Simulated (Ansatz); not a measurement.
# Al3B2As5: the cost of one run

Computed with Ansatz 0.2.0 (DFT PBE, scalar-relativistic, plane waves, PAW, unless a step's input says otherwise).

## 1. The starting structure

Symmetry: R3m, No. 160, trigonal system. The conventional cell has a = 3.718 Å, b = 3.718 Å, c = 45.531 Å, α = 90.00°, β = 90.00°, γ = 120.00°. Al (site symmetry 3m) is surrounded by 4 As at 2.28 Å. B (site symmetry 3m) is surrounded by 4 As at 2.28 Å. As (site symmetry 3m) has 4 Al at 2.28 Å in its first shell of neighbours. Around As (site symmetry 3m) lie 3 Al at 2.28 Å and 1 B at 2.28 Å. Only part of the 10 independent sites is listed.

Structure file:

```
Al B As
1.0
     1.85878    1.07316   15.17684
    -1.85878    1.07316   15.17684
     0.00000   -2.14633   15.17684
Al B As
3 2 5
Direct
  0.00000 0.00000 0.00000
  0.40000 0.40000 0.40000
  0.80000 0.80000 0.80000
  0.20000 0.20000 0.20000
  0.60000 0.60000 0.60000
  0.35000 0.35000 0.35000
  0.75000 0.75000 0.75000
  0.15000 0.15000 0.15000
  0.55000 0.55000 0.55000
  0.95000 0.95000 0.95000
```

The start is an ordering of an alloy on its end members' structure types: elements ordered on the sites of the BAs type, B/Al on B (R3m, No. 160).

## 2. The guess as it stands, on a coarse mesh

input.yaml reads:

```yaml
crystal:
  lattice:
    - [1.85877522, 1.07316437, 15.17683612]
    - [-1.85877522, 1.07316437, 15.17683612]
    - [0.0, -2.14632875, 15.17683612]
  atoms:
    - { symbol: Al, position: [0.0, 0.0, 0.0] }
    - { symbol: Al, position: [0.4, 0.4, 0.4] }
    - { symbol: Al, position: [0.8, 0.8, 0.8] }
    - { symbol: B, position: [0.2, 0.2, 0.2] }
    - { symbol: B, position: [0.6, 0.6, 0.6] }
    - { symbol: As, position: [0.35, 0.35, 0.35] }
    - { symbol: As, position: [0.75, 0.75, 0.75] }
    - { symbol: As, position: [0.15, 0.15, 0.15] }
    - { symbol: As, position: [0.55, 0.55, 0.55] }
    - { symbol: As, position: [0.95, 0.95, 0.95] }
basis:
  ecutwfc: 420
kpoints:
  mp_grid: { grid: [6, 6, 6] }
hamiltonian:
  xc: pbe
scf:
  occupations: { method: gaussian, width: 0.1 }
  lower_state_search: "off"
output:
  forces: true
  stress: true
  eigenvalues: true
```

On the command line:

```sh
$ ansatz run input.yaml --threads 4 --pin off --max-ram 8192MiB --backend cpu --events-out ev --progress --plain --runs-dir out
```

Q: Estimate wall time and peak memory on 4 threads of AMD EPYC (Zen 3), shared host.

About 24 s, with a peak of 0.66 GiB.
